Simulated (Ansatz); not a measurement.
# ReW3: the cost of one run

Method: DFT PBEsol, scalar-relativistic, plane waves, PAW, in Ansatz 0.2.0.

2 further runs of the same task are left out: 1 for a known fault of the program, 1 that didn't finish.

## Step 1: The structure to begin with

It takes space group Cmmm (No. 65, orthorhombic). The conventional cell has a = 3.134 Å, b = 4.438 Å, c = 8.870 Å, α = 90.00°, β = 90.00°, γ = 90.00°. Re (site symmetry mmm) has 4 W at 2.70 Å and 4 Re at 2.72 Å as nearest neighbours. Around W (site symmetry mm2) lie 2 Re at 2.70 Å and 6 W at 2.72 to 2.73 Å. W (site symmetry mmm) has 8 W at 2.72 to 2.73 Å as nearest neighbours.

Coordinates:

```cif
data_structure
_symmetry_space_group_name_H-M 'Cmmm'
_symmetry_Int_Tables_number 65
_cell_length_a 3.1344
_cell_length_b 4.4380
_cell_length_c 8.8695
_cell_angle_alpha 90.000
_cell_angle_beta 90.000
_cell_angle_gamma 90.000
_cell_volume 123.38
loop_
_atom_site_label
_atom_site_type_symbol
_atom_site_symmetry_multiplicity
_atom_site_Wyckoff_symbol
_atom_site_fract_x
_atom_site_fract_y
_atom_site_fract_z
_atom_site_occupancy
Re1 Re 2 a 0.00000 0.00000 0.00000 1
W1 W 4 l 0.50000 0.00000 0.75217 1
W2 W 2 d 0.00000 0.00000 0.50000 1
```

It goes back to an entry of the Materials Project, which need not be the stable form.

It is the result of an earlier relaxation at this level (volume 15.42 Å³/atom; gap on the mesh: none (metal)).

## Step 2: The reference: the undisturbed cell on the scan's mesh

File input.yaml:

```yaml
crystal:
  lattice:
    - [1.5671911116, -2.2189942777, 0.0]
    - [1.5671911116, 2.2189942777, 0.0]
    - [0.0, 0.0, 8.869544995]
  atoms:
    - { symbol: Re, position: [0.0, 0.0, 0.0] }
    - { symbol: W, position: [0.5, 0.5, 0.7521723771] }
    - { symbol: W, position: [0.0, 0.0, 0.5] }
    - { symbol: W, position: [0.5, 0.5, 0.2478276229] }
basis:
  ecutwfc: 420
kpoints:
  mp_grid: { grid: [14, 14, 4] }
hamiltonian:
  xc: pbesol
scf:
  occupations: { method: gaussian, width: 0.15 }
output:
  forces: true
  stress: true
  eigenvalues: true
  write_density: true
  write_potential: true
  elf: true
  volumetric_format: npy
```

Started as:

```console
$ ansatz run input.yaml --threads 2 --pin off --max-ram 5120MiB --backend cpu --events-out ev --progress --plain --runs-dir out
```

**Question.** How long does this run take on 2 threads of Intel Xeon 6975P-C (Granite Rapids), shared host, and how much memory does it need?

About 7.5 s, with a peak of 0.59 GiB.
